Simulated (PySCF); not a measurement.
**C₄H₈BN: electronic excitations**

What electronic excitations should C₄H₈BN (`C[C@H]1[BH2-][N+]#CC1`) show?

Programs: PySCF 2.14.0, with density-fitted response routines of our own. Each step states its level of theory. These are calculated values for one molecule in the gas phase, unless marked as measured. Atoms are numbered from 0 throughout.

**1. Starting geometry**

14 atoms, charge 0, multiplicity 1; geometry from: GFN2-xTB.

Bonds of the start (Å): C0–C1 1.53, C1–B2 1.58, N3–C4 1.14, C4–C5 1.44, C5–C1 1.55, C0–H6 1.09, C0–H7 1.09, C0–H8 1.09, C1–H9 1.10, B2–H10 1.17, B2–H11 1.17, C5–H12 1.10, C5–H13 1.09.

The optimised geometry no longer has the bonds of the starting formula, so what follows describes that rearranged structure.

**2. Ultraviolet spectrum: PBE0/def2-SVPD**

What the job is given:

```
{"job": {"kind": "uv", "xc": "PBE0", "basis": "def2-SVPD", "nstates": 8, "ntriplets": 3}, "charge": 0, "multiplicity": 1}
C     -0.802536    -1.533472    -1.589178
C     -0.005479    -0.237007    -1.773638
B      0.873811    -0.166437    -3.081135
N     -2.653932     1.096156    -3.507630
C     -1.898445     1.051704    -2.650389
C     -0.940011     0.978354    -1.579256
H     -1.571702    -1.613257    -2.354605
H     -0.148443    -2.397512    -1.670130
H     -1.288884    -1.560690    -0.614220
H      0.731003    -0.189569    -0.954809
H      1.178913     0.870926    -3.523580
H      1.276264    -1.148367    -3.566671
H     -1.487054     0.899745    -0.633842
H     -0.364346     1.907580    -1.572744
```

Method: TDDFT PBE0/def2-SVPD, vertical, gas phase, core orbitals frozen in the response.

On the command line:

```console
> OMP_NUM_THREADS=1 python probes_run.py task.json out
```

The driver reads the jobs from task.json and runs them one after another.

What will the session give for the following? lowest singlet (PBE0/def2-SVPD); brightest single state of those computed; lowest triplet; surface potential, 1st and 99th percentile. Wanted: lowest singlet; brightest single state of those computed; lowest triplet; surface potential, 1st and 99th percentile.

As calculated:

| quantity | value |
| --- | --- |
| lowest singlet (PBE0/def2-SVPD) | 5.58 eV (222 nm), f = 0.001 |
| brightest single state of those computed | state 5, 7.38 eV, f = 0.016 |
| lowest triplet | 4.97 eV |
| surface potential, 1st and 99th percentile | -1.83 V and 1.73 V |

The structure rearranged or came apart on optimisation; the results belong to the end geometry, not to the formula as drawn. The lowest singlet, at 5.58 eV, is HOMO→LUMO 0.87 and is weak; of the 8 states computed, the strongest absorption comes from state 5 at 7.38 eV. The lowest triplet lies 0.61 eV below the lowest singlet (triplets in Tamm-Dancoff, singlets in full TDDFT). At PBE0/def2-SVPD, counted by nearest atom on the grid, the HOMO lies on C1 22 %; B2 17 %, the LUMO on B2 50 %; H10, H11 about 15 % each.
